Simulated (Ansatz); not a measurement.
**As: one contact scaled**

An exercise on one series of results from a longer session: the logs are not shown, and one member is left open.

Computed with Ansatz 0.2.0 (DFT LDA, with the methods named in each step, unless a step's input says otherwise).

1 further run of the same task is left out (it didn't finish). Runs told in other sessions of the task aren't counted.

## The structure to begin with

It takes space group P6_3/mmc (No. 194, hexagonal). Conventional cell: a = 3.003 Å, b = 3.003 Å, c = 4.865 Å, α = 90.00°, β = 90.00°, γ = 120.00°. Around As (site symmetry -6m2) lie 12 As at 2.99 to 3.00 Å.

As a file:

```cif
data_structure
_symmetry_space_group_name_H-M 'P 1'
_symmetry_Int_Tables_number 1
_cell_length_a 3.0032
_cell_length_b 3.0032
_cell_length_c 4.8651
_cell_angle_alpha 90.000
_cell_angle_beta 90.000
_cell_angle_gamma 120.000
_cell_volume 38.00
loop_
_atom_site_label
_atom_site_type_symbol
_atom_site_fract_x
_atom_site_fract_y
_atom_site_fract_z
_atom_site_occupancy
As1 As 0.33333 0.66667 0.25000 1
As2 As 0.66667 0.33333 0.75000 1
```

Atoms are numbered in the order of the input: As1, As2.

Set-up of the first run:

The input, input.yaml:

```yaml
crystal:
  lattice:
    - [3.00316585, 0.0, 0.0]
    - [-1.501582925, 2.6008179178, 0.0]
    - [0.0, 0.0, 4.8651286769]
  atoms:
    - { symbol: As, position: [0.3333333333, 0.6666666667, 0.25] }
    - { symbol: As, position: [0.6666666667, 0.3333333333, 0.75] }
kpoints:
  mp_grid: { grid: [11, 11, 6] }
scf:
  occupations: { method: fermi_dirac, width: 0.05 }
hamiltonian:
  xc: lda
  pseudopotentials: { kind: all_electron, lapw: { basis_error: 0.001 } }
output:
  forces: true
  stress: true
  eigenvalues: true
  populations: true
```

Launch:

```sh
$ ansatz run input.yaml --threads 1 --pin off --max-ram 2048MiB --backend cpu --events-out ev --progress --plain --runs-dir out
```

Among the steps run: The bond as given, LAPW; Shortest bond scaled by 1, crystal datasets; Shortest bond scaled by 1.1, LAPW; Shortest bond scaled by 1.1, norm-conserving; Shortest bond scaled by 0.7, LAPW; Shortest bond scaled by 0.64, LAPW; Shortest bond scaled by 0.58, LAPW; Shortest bond scaled by 0.58, crystal datasets.

One of the session's tables, all rows but one given; the rest of the session is left out.

```
          method  length (Å)  force along the bond (eV/Å)  pressure (GPa)  largest force (eV/Å)
            LAPW       1.733                       25.823           77.23                25.830
            LAPW       1.912                       12.539           42.66                12.542
            LAPW       2.091                        5.411           22.04                 5.413
            LAPW       2.987                        0.000           -4.38                 0.000
            LAPW       3.286                       -0.018           -2.52                 0.090
             PAW       1.733                       25.417           76.24                25.424
             PAW       1.912                       12.538           42.65                12.541
             PAW       2.091                        5.414           22.03                 5.416
             PAW       2.987                        0.000           -4.41                 0.000
             PAW       3.286                       -0.018           -2.55                 0.089
crystal datasets       1.733                       25.825           77.23                25.832
crystal datasets       2.987                            ?               ?                     ?
 norm-conserving       3.286                       -0.030           -2.54                 0.100
```

**Question.** Estimate the row for crystal datasets, 2.987.

As computed: force along the bond (eV/Å): 0.000; pressure (GPa): -4.39; largest force (eV/Å): 0.000.

Caveats from the session: Warnings in the runs' records: crystal datasets made, printed levels off.
